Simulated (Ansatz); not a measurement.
# C3H8FNS2: the cost of one run

Program: Ansatz 0.2.0. Level of theory: RHF/def2-SVP. These are calculated values, not measurements.

### 1 The structure to begin with

Bond lengths: C1–S2 1.863 Å, S2–C3 1.783 Å, C3–N4 1.531 Å, C3–F5 1.358 Å, C3–S6 1.800 Å, S6–C7 1.792 Å, C1–H8 1.050 Å, C1–H9 1.144 Å, C1–H10 1.041 Å, N4–H11 0.980 Å, N4–H12 0.998 Å, C7–H13 1.128 Å, C7–H14 1.128 Å, C7–H15 1.083 Å. Angles (14 of 23 angles, heavy atoms first): C1–S2–C3 99.9°, S2–C3–N4 111.6°, S2–C3–F5 110.4°, S2–C3–S6 114.3°, N4–C3–F5 102.4°, N4–C3–S6 107.8°, F5–C3–S6 109.6°, C3–S6–C7 98.0°, S2–C1–H8 106.1°, S2–C1–H9 106.6°, S2–C1–H10 110.6°, C3–N4–H11 101.9°, C3–N4–H12 104.2°, S6–C7–H13 112.5°.

As a file:

```xyz
15

C     0.1470   -2.4077    0.0645
S    -0.5780   -1.0595   -0.9970
C     0.3955    0.3261   -0.4384
N     1.8031    0.3046   -1.0411
F     0.6469    0.2220    0.8924
S    -0.3319    1.9340   -0.7928
C    -1.5748    1.9346    0.4980
H    -0.3686   -3.2863   -0.1894
H    -0.0710   -2.1213    1.1504
H     1.1704   -2.4958   -0.1030
H     2.1672    1.1615   -0.7360
H     2.2628   -0.4406   -0.5619
H    -2.3603    1.1397    0.3420
H    -2.1807    2.8854    0.4512
H    -1.1493    1.8527    1.4906
```

### 2 End point A

input.yaml

```yaml
crystal:
  periodic: [false, false, false]
  atoms:
    - { symbol: C, position_ang: [0.147, -2.4077, 0.0645] }
    - { symbol: S, position_ang: [-0.578, -1.0595, -0.997] }
    - { symbol: C, position_ang: [0.3955, 0.3261, -0.4384] }
    - { symbol: "N", position_ang: [1.8031, 0.3046, -1.0411] }
    - { symbol: F, position_ang: [0.6469, 0.222, 0.8924] }
    - { symbol: S, position_ang: [-0.3319, 1.934, -0.7928] }
    - { symbol: C, position_ang: [-1.5748, 1.9346, 0.498] }
    - { symbol: H, position_ang: [-0.3686, -3.2863, -0.1894] }
    - { symbol: H, position_ang: [-0.071, -2.1213, 1.1504] }
    - { symbol: H, position_ang: [1.1704, -2.4958, -0.103] }
    - { symbol: H, position_ang: [2.1672, 1.1615, -0.736] }
    - { symbol: H, position_ang: [2.2628, -0.4406, -0.5619] }
    - { symbol: H, position_ang: [-2.3603, 1.1397, 0.342] }
    - { symbol: H, position_ang: [-2.1807, 2.8854, 0.4512] }
    - { symbol: H, position_ang: [-1.1493, 1.8527, 1.4906] }
basis:
  gaussian: { orbitals: def2-SVP }
hamiltonian:
  xc: hf
relax:
  f_tol: 0.015
  max_steps: 40
```

Command:

```sh
$ ansatz run input.yaml --threads 2 --pin off --max-ram 3072MiB --backend cpu --events-out ev --progress --plain --runs-dir out
```

Q: Estimate wall time and peak memory on 2 threads of Arm Neoverse V1, shared host.

About 40 s, with a peak of 0.43 GiB.
